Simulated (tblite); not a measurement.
# C8H10NP: the cost of one run

The runs use tblite 0.8.0 and PySCF 2.14.0, with density-fitted response routines of our own; the level of theory stands in each step. All values are computed, except where a source is named. Atoms count from 0, in the outputs and in this text.

### Step 1. The starting structure

20 atoms, charge 0, multiplicity 1; geometry from: force field or distance geometry start.

Bonds of the start (Å): N0–P1 1.79, P1–C2 1.88, C2–C3 1.49, C3–C4 1.42, C4–C5 1.37, C5–C6 1.37, C6–C7 1.37, C7–C8 1.42, C8–C9 1.48, C9–P1 1.86, C8–C3 1.33, N0–H10 1.05, N0–H11 1.05, C2–H12 1.10, C2–H13 1.10, C4–H14 1.07, C5–H15 1.08, C6–H16 1.09, C7–H17 1.08, C9–H18 1.12, C9–H19 1.11.

### Step 2. Relaxing the molecule with GFN2-xTB

Job settings and geometry (Å):

```
{"job": {"kind": "relax", "xc": "GFN2-xTB", "basis": "xTB"}, "charge": 0, "multiplicity": 1}
N      2.707900     0.102900     1.410900
P      2.273000     0.437400    -0.291600
C      1.243200    -0.951700    -1.026900
C     -0.099900    -0.529000    -0.536200
C     -1.193300    -1.418100    -0.372600
C     -2.418200    -1.025400     0.085000
C     -2.581700     0.295000     0.426700
C     -1.522600     1.152800     0.294200
C     -0.258200     0.744000    -0.192700
C      0.882900     1.665400    -0.350700
H      3.712200    -0.201100     1.433300
H      2.082100    -0.598900     1.877000
H      1.549000    -1.936100    -0.655700
H      1.244600    -0.911100    -2.126800
H     -1.077900    -2.451400    -0.644600
H     -3.205700    -1.762300     0.183900
H     -3.532100     0.663200     0.811900
H     -1.693700     2.178500     0.569200
H      0.927500     2.138300    -1.359700
H      0.955800     2.418400     0.462300
```

Started as:

```console
$ OMP_NUM_THREADS=1 python probes_run.py task.json out
```

The driver reads the jobs from task.json and runs them one after another.

Q: Estimate the wall time and peak memory of this first job on 1 thread of Arm Neoverse N1, shared host.

About 1.1 s, with a peak of 0.18 GiB.
